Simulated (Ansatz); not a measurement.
# CH9FOSi: the cost of one run

Method: RKS B3LYP-D4/def2-SVP, in Ansatz 0.2.0.

**1. The starting structure**

Bond lengths: Si1–C2 2.174 Å, Si1–H3 1.497 Å, Si1–H4 1.462 Å, Si1–H5 1.459 Å, Si1–O7 2.070 Å, C2–H10 1.086 Å, C2–H11 1.092 Å, C2–H12 1.094 Å, O7–H13 0.956 Å. Angles (14 of 17 angles, heavy atoms first): C2–Si1–O7 91.6°, Si1–C2–H10 85.8°, Si1–C2–H11 120.3°, Si1–C2–H12 124.4°, C2–Si1–H3 90.6°, C2–Si1–H4 105.8°, C2–Si1–H5 115.6°, H3–Si1–O7 176.0°, H4–Si1–O7 83.0°, H5–Si1–O7 77.9°, Si1–O7–H13 121.9°, H10–C2–H11 103.6°, H10–C2–H12 103.5°, H11–C2–H12 110.5°.

As a file:

```xyz
13

Si   -0.9300   -0.4440   -0.6220
C     1.2162   -0.1056   -0.5510
H    -0.7460   -1.4968   -1.6706
H    -1.4757    0.6296   -1.4500
H    -1.4697   -1.2942    0.4341
H    -0.3902    0.4698    1.7247
O    -1.2528    0.9141    0.9070
H     0.7903   -0.2857    0.7648
F     0.6297   -0.1316    1.9488
H     1.1521    0.0125   -1.6288
H     1.9023   -0.9455   -0.4253
H     1.6851    0.8250   -0.2192
H    -1.1113    1.8522    0.7875
```

**2. Pulling towards end A**

Springs on the bonds that form and break draw the guess towards this end; the thresholds are loose.

The input, input.yaml:

```yaml
crystal:
  periodic: [false, false, false]
  atoms:
    - { symbol: Si, position_ang: [-0.93, -0.444, -0.622] }
    - { symbol: C, position_ang: [1.2162, -0.1056, -0.551] }
    - { symbol: H, position_ang: [-0.746, -1.4968, -1.6706] }
    - { symbol: H, position_ang: [-1.4757, 0.6296, -1.45] }
    - { symbol: H, position_ang: [-1.4697, -1.2942, 0.4341] }
    - { symbol: H, position_ang: [-0.3902, 0.4698, 1.7247] }
    - { symbol: O, position_ang: [-1.2528, 0.9141, 0.907] }
    - { symbol: H, position_ang: [0.7903, -0.2857, 0.7648] }
    - { symbol: F, position_ang: [0.6297, -0.1316, 1.9488] }
    - { symbol: H, position_ang: [1.1521, 0.0125, -1.6288] }
    - { symbol: H, position_ang: [1.9023, -0.9455, -0.4253] }
    - { symbol: H, position_ang: [1.6851, 0.825, -0.2192] }
    - { symbol: H, position_ang: [-1.1113, 1.8522, 0.7875] }
basis:
  gaussian: { orbitals: def2-SVP }
hamiltonian:
  xc: b3lyp
  dispersion: d4
relax:
  f_tol: 0.15
  max_steps: 25
  restrain:
    - { distance: [0, 6], at: 3.07, k: 30.0 }
    - { distance: [5, 8], at: 2.18, k: 30.0 }
    - { distance: [7, 1], at: 2.37, k: 30.0 }
    - { distance: [0, 1], at: 1.87, k: 30.0 }
    - { distance: [5, 6], at: 0.97, k: 30.0 }
    - { distance: [7, 8], at: 0.88, k: 30.0 }
```

Command:

```
ansatz run input.yaml --threads 2 --pin off --max-ram 3072MiB --backend cpu --events-out ev --progress --plain --runs-dir out
```

What time and memory should one allow on 2 threads of Arm Neoverse V1, shared host?

About 36 s, with a peak of 0.22 GiB.
